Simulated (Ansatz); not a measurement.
# RhC (zincblende type): how the settings move a single-point run

How sensitive is a single-point run of RhC (zincblende type) to its settings? A reference run comes first, then two runs with altered input.

Program: Ansatz 0.2.0. Level of theory: reference: DFT, PBE, PAW with Ansatz's default frozen-core files, scalar-relativistic. These are calculated values, not measurements.

1 further run of the same task is left out (it didn't finish). Runs told in other sessions of the task aren't counted.

## 1. The structure to begin with

Symmetry: F-43m, No. 216, cubic system. Conventional cell: a = 4.504 Å, b = 4.504 Å, c = 4.504 Å, α = 90.00°, β = 90.00°, γ = 90.00°. Around Rh (site symmetry -43m) lie 4 C at 1.95 Å. C (site symmetry -43m) has 4 Rh at 1.95 Å in its first shell of neighbours.

As a file:

```cif
data_structure
_symmetry_space_group_name_H-M 'P 1'
_symmetry_Int_Tables_number 1
_cell_length_a 3.1848
_cell_length_b 3.1848
_cell_length_c 3.1848
_cell_angle_alpha 60.000
_cell_angle_beta 60.000
_cell_angle_gamma 60.000
_cell_volume 22.84
loop_
_atom_site_label
_atom_site_type_symbol
_atom_site_fract_x
_atom_site_fract_y
_atom_site_fract_z
_atom_site_occupancy
Rh1 Rh 0.00000 0.00000 0.00000 1
C1 C 0.25000 0.25000 0.25000 1
```

## 2. Baseline

input.yaml reads:

```yaml
crystal:
  lattice:
    - [0.0, 2.2520265012, 2.2520265012]
    - [2.2520265012, 0.0, 2.2520265012]
    - [2.2520265012, 2.2520265012, 0.0]
  atoms:
    - { symbol: Rh, position: [0.0, 0.0, 0.0] }
    - { symbol: C, position: [0.25, 0.25, 0.25] }
kpoints:
  mp_grid: { grid: [14, 14, 14] }
scf:
  occupations: { method: fermi_dirac, width: 0.1 }
hamiltonian:
  xc: pbe
  pseudopotentials: { kind: paw }
output:
  forces: true
  stress: true
  eigenvalues: true
  populations: true
  write_density: true
  write_potential: true
  elf: true
  volumetric_format: npy
```

The run is started by

```sh
$ ansatz run input.yaml --threads 1 --pin off --max-ram 2048MiB --backend cpu --events-out ev --progress --plain --runs-dir out
```

## 3. Changing settings: occupations.method gaussian, occupations.width 0.3, preconditioner kerker

Changes to input.yaml since step 2:

```diff
@@ -11,3 +11,4 @@
 scf:
-  occupations: { method: fermi_dirac, width: 0.1 }
+  occupations: { method: gaussian, width: 0.3 }
+  mixing: { preconditioner: kerker }
 hamiltonian:
@@ -20,5 +21 @@
   populations: true
-  write_density: true
-  write_potential: true
-  elf: true
-  volumetric_format: npy
```

## 4. Changing settings: starting moments, mp_grid.grid [9, 9, 9], spin_polarized true

Changes to input.yaml since step 2:

```diff
@@ -6,6 +6,6 @@
   atoms:
-    - { symbol: Rh, position: [0.0, 0.0, 0.0] }
-    - { symbol: C, position: [0.25, 0.25, 0.25] }
+    - { symbol: Rh, position: [0.0, 0.0, 0.0], spin: 1.0 }
+    - { symbol: C, position: [0.25, 0.25, 0.25], spin: 1.0 }
 kpoints:
-  mp_grid: { grid: [14, 14, 14] }
+  mp_grid: { grid: [9, 9, 9] }
 scf:
@@ -24 +24,3 @@
   volumetric_format: npy
+magnetization:
+  spin_polarized: true
```

**Question.** What will these runs give? Wanted: for each run, ending; energy change; pressure; gap; force.

**Answer**, as computed:

```
                                                                         run     ending        energy change  pressure (GPa)  gap (eV)  force (eV/Å)  cycles   time
                                                                   reference  converged                    0            13.5      0.00          0.00       6  4.4 s
1: occupations.method gaussian, occupations.width 0.3, preconditioner kerker  converged  +0.1 meV/atom (σ→0)            13.5      0.00          0.00       7  4.1 s
            2: starting moments, mp_grid.grid [9, 9, 9], spin_polarized true  converged        -2.4 meV/atom            13.4      0.00          0.00      10  4.5 s
```

Times don't compare one to one where runs were asked for different outputs or read a saved state (see the inputs); cycles may leave out searches for a lower state.

Residual by cycle in the longest SCF loop of each run; runs are numbered as in the table. The quantity is the density residual dr2, in eV.

```
cycle  reference    run 1    run 2
    1     0.0238   0.0241     2.52
    2     0.0117  0.00107     1.32
    3     1.5e-4   4.4e-4   0.0134
    4     6.8e-6   1.4e-5  0.00184
    5     1.7e-7   2.7e-6   1.3e-4
    6     2.1e-8   2.9e-7   4.9e-5
    7          -   2.3e-8   5.8e-6
    8          -        -   2.1e-7
    9          -        -  7.8e-10
   10          -        -  2.1e-11
```

The structure is not at rest: the sound run finds 13 GPa, so these are no properties of the relaxed crystal. 
